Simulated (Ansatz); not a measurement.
**GePH5+ (doublet): wave-function methods side by side, cc-pVDZ**

Aim: climb from Hartree-Fock through coupled cluster and multireference methods for GePH5+ (doublet) at one geometry and basis, and see what each rung misses.

Program: Ansatz 0.2.0, Gaussian basis. Level of theory: cc-pVDZ, core rule «outside noble gas», up to 19 orbitals frozen. These are calculated values, not measurements.

The runs, in order: UHF; CCSD(T) on ROHF; CCSD(T) on UHF; BCCD(T) on ROHF; CISD; CCSDT(Q) on ROHF; CCSDT(Q) on UHF; CASSCF and MRCISD+Q, 9 electrons in 9 orbitals; CASSCF and NEVPT2, 9 electrons in 9 orbitals.

12 further runs of the same task are left out: 6 that didn't finish, 6 set aside as unsound or not needed.

## (1) The system

The geometry is a PBE0/def2-TZVP stationary point (not a proven minimum) of the parent state, kept for this charge and spin. No spin-orbit coupling is included. The filled d shell of Ge may be among the frozen orbitals whatever the setting's name suggests; the logs give the count.

7 atoms, charge 1, spin multiplicity 2.

Atoms are counted from 1 here; the program's logs count them from 0.

Bond lengths: Ge1–P2 2.322 Å, Ge1–H3 1.537 Å, Ge1–H4 1.537 Å, Ge1–H5 1.538 Å, P2–H6 1.421 Å, P2–H7 1.421 Å. Angles: P2–Ge1–H3 108.1°, P2–Ge1–H4 108.1°, P2–Ge1–H5 113.2°, H3–Ge1–H4 109.0°, H3–Ge1–H5 109.2°, H4–Ge1–H5 109.2°, Ge1–P2–H6 93.8°, Ge1–P2–H7 93.8°, H6–P2–H7 93.1°.

## (2) UHF

Input file in.yaml:

```yaml
crystal:
  periodic: [false, false, false]
  atoms:
    - {symbol: Ge, position_ang: [-0.019400, 0.000000, 0.692332]}
    - {symbol: P, position_ang: [0.103187, -0.000001, -1.626866]}
    - {symbol: H, position_ang: [0.708145, -1.251254, 1.209657]}
    - {symbol: H, position_ang: [0.708144, 1.251256, 1.209656]}
    - {symbol: H, position_ang: [-1.462963, 0.000000, 1.222775]}
    - {symbol: H, position_ang: [-0.863073, -1.031331, -1.771848]}
    - {symbol: H, position_ang: [-0.863074, 1.031328, -1.771848]}
basis:
  gaussian: {orbitals: cc-pVDZ}
total_charge: 1
magnetization: {spin_polarized: true, initial_magnetization: 1}
hamiltonian: {xc: hf}
output: {orbitals: {seedname: orbitals}}
```

The run is started by

```bash
> ansatz run in.yaml --threads 1 --pin off --events-out ev --progress --plain --max-ram 2393MiB
```

Further steps of the session: CCSD(T) on ROHF; CCSD(T) on UHF; BCCD(T) on ROHF; CISD; CCSDT(Q) on ROHF; CCSDT(Q) on UHF; CASSCF and MRCISD+Q, 9 electrons in 9 orbitals; CASSCF and NEVPT2, 9 electrons in 9 orbitals.

Before running them: what should the planned runs give, taken together? Wanted: UCCSDT(Q) below the RHF energy; RMP2 from UCCSDT(Q); UMP2 from UCCSDT(Q); RCCSD from UCCSDT(Q); RCCSD(T) from UCCSDT(Q); UCCSD(T) from UCCSDT(Q); RCCSDT(Q) from UCCSDT(Q); NEVPT2 frontier from UCCSDT(Q); MRCISD+Q frontier from UCCSDT(Q).

**Answer**, as computed:

| quantity | value |
| --- | --- |
| UCCSDT(Q) below the RHF energy | -7.0637 eV |
| RMP2 from UCCSDT(Q) | +1512.8 meV |
| UMP2 from UCCSDT(Q) | +1510.2 meV |
| RCCSD from UCCSDT(Q) | +217.9 meV |
| RCCSD(T) from UCCSDT(Q) | +43.1 meV |
| UCCSD(T) from UCCSDT(Q) | +42.9 meV |
| RCCSDT(Q) from UCCSDT(Q) | +0.9 meV |
| NEVPT2 frontier from UCCSDT(Q) | +1383.1 meV |
| MRCISD+Q frontier from UCCSDT(Q) | +46.4 meV |
| levels within 1 kcal/mol (43 meV) | RCCSD(T), UCCSD(T), BCCD(T), RCCSDT, UCCSDT, RCCSDT(Q) |
| T1 diagnostic | 0.023 |

RCCSD(T) lands +43.1 meV from the yardstick (0.6 % of the correlation energy). Of the multireference levels listed MRCISD+Q frontier comes nearest in total energy (+46.4 meV), which doesn't show that its space is the better one. These misses are within one basis, not against nature; the frozen cores of restricted and unrestricted runs differ, which can shift their rows.
